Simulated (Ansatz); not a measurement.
# AlBrH2O: a barrier at many levels of theory

Aim: the barrier and energy of one elementary step (Br2–H3 formed, Al1–Br2 broken, Al1–H3 broken) from LDA up to coupled cluster, on fixed structures, to see where each rung fails.

Method: single points in def2-TZVPP on PBE0-D4/def2-TZVP structures; program: Ansatz 0.2.0, Gaussian basis.

Levels: SPW92, PBE-D4, BLYP-D4, r2SCAN-D4, B97M-V, PBE0-D4, B3LYP-D4, r2SCAN0-D4, BHLYP-D4, CAM-B3LYP-D4, wB97X-V, wB97M-V, B2PLYP, PBE-QIDH, RPA on PBE, Hartree-Fock, MP2, CCSD, CCSD(T). The reference is CCSD(T) at the basis limit, from triple and quadruple zeta. Zero-point energies come from PBE0-D4 vibrations.

Cores are frozen in the correlated methods. Filled d shells of the heavier atoms are correlated. B3LYP uses VWN-RPA correlation. B2PLYP carries no dispersion term here.

12 further runs of the same task are left out: 12 set aside as unsound or not needed.

### 1 The three structures

Charge 0, multiplicity 1. The folders r, ts and p hold the start, the saddle and the end; their coordinates stand in the first inputs.

```csv
pair,r (Å),ts (Å),p (Å)
Br2–H3,3.344,1.815,1.445
Al1–Br2,2.256,2.760,4.015
Al1–H3,1.564,1.692,2.570
```

### 2 wB97M-V/def2-TZVPP

r/in.yaml

```yaml
crystal:
  periodic: [false, false, false]
  atoms:
    - {symbol: Al, position_ang: [0.484677, -0.078166, 0.004527]}
    - {symbol: Br, position_ang: [0.062027, -1.589151, -1.616253]}
    - {symbol: H, position_ang: [1.941758, 0.172378, 0.515405]}
    - {symbol: O, position_ang: [-0.786891, 0.796597, 0.678229]}
    - {symbol: H, position_ang: [-1.701571, 0.698342, 0.417993]}
basis:
  gaussian: {orbitals: def2-TZVPP}
hamiltonian: {xc: {name: wB97M-V}}
```

ts/in.yaml

```yaml
crystal:
  periodic: [false, false, false]
  atoms:
    - {symbol: Al, position_ang: [0.548230, 0.460239, 0.566176]}
    - {symbol: Br, position_ang: [0.651552, -1.475745, -1.397551]}
    - {symbol: H, position_ang: [1.669419, -0.518070, -0.239078]}
    - {symbol: O, position_ang: [-1.053127, 0.933350, 0.771461]}
    - {symbol: H, position_ang: [-1.816074, 0.600224, 0.298891]}
basis:
  gaussian: {orbitals: def2-TZVPP}
hamiltonian: {xc: {name: wB97M-V}}
```

p/in.yaml

```yaml
crystal:
  periodic: [false, false, false]
  atoms:
    - {symbol: Al, position_ang: [-0.313921, 0.261683, 0.213111]}
    - {symbol: Br, position_ang: [2.422976, -2.016837, -1.642087]}
    - {symbol: H, position_ang: [1.438171, -1.196370, -0.974031]}
    - {symbol: O, position_ang: [-1.448958, 1.206796, 0.982807]}
    - {symbol: H, position_ang: [-2.098268, 1.744727, 1.420100]}
basis:
  gaussian: {orbitals: def2-TZVPP}
hamiltonian: {xc: {name: wB97M-V}}
```

The command line of these runs was not kept.

Further steps of the session: CCSD(T)/def2-TZVPP; MP2/def2-QZVPP; Vibrations of the start structure; Vibrations of the end structure.

What does the calculation give? Wanted: barrier, CCSD(T)/CBS; reverse barrier, CCSD(T)/CBS; step energy, CCSD(T)/CBS; barrier with zero-point energy; step energy with zero-point energy; imaginary mode at the saddle; largest T1 diagnostic.

The runs gave:

| quantity | value |
| --- | --- |
| barrier, CCSD(T)/CBS | 2.996 eV |
| reverse barrier, CCSD(T)/CBS | 0.692 eV |
| step energy, CCSD(T)/CBS | +2.304 eV |
| barrier with zero-point energy | 2.893 eV |
| step energy with zero-point energy | +2.224 eV |
| imaginary mode at the saddle | 834i cm⁻¹ |
| largest T1 diagnostic | 0.013 |

What this shows: wB97M-V is the best functional here (-0.003 eV from CCSD(T)/CBS); SPW92 is the worst (-0.643 eV). Mean unsigned error by rung: LDA 0.643, GGA 0.529, meta-GGA 0.163, hybrid 0.151, range-separated hybrid 0.054, double hybrid 0.083 eV. PBE-D4 gives a barrier 0.545 eV too low, outside chemical accuracy (1 kcal/mol, 0.043 eV). Every functional without exact exchange puts the barrier too low, the usual mark of self-interaction error, which favours the spread-out density of a saddle. The barrier rises with the share of exact exchange, from BLYP-D4 through B3LYP-D4 to BHLYP-D4 (-0.513, -0.241, +0.132 eV). Hartree-Fock, with no correlation, is off by +0.676 eV. Zero-point motion lowers the barrier by 0.103 eV. The restricted Hartree–Fock reference is unstable towards an unrestricted one at one or more of these structures.
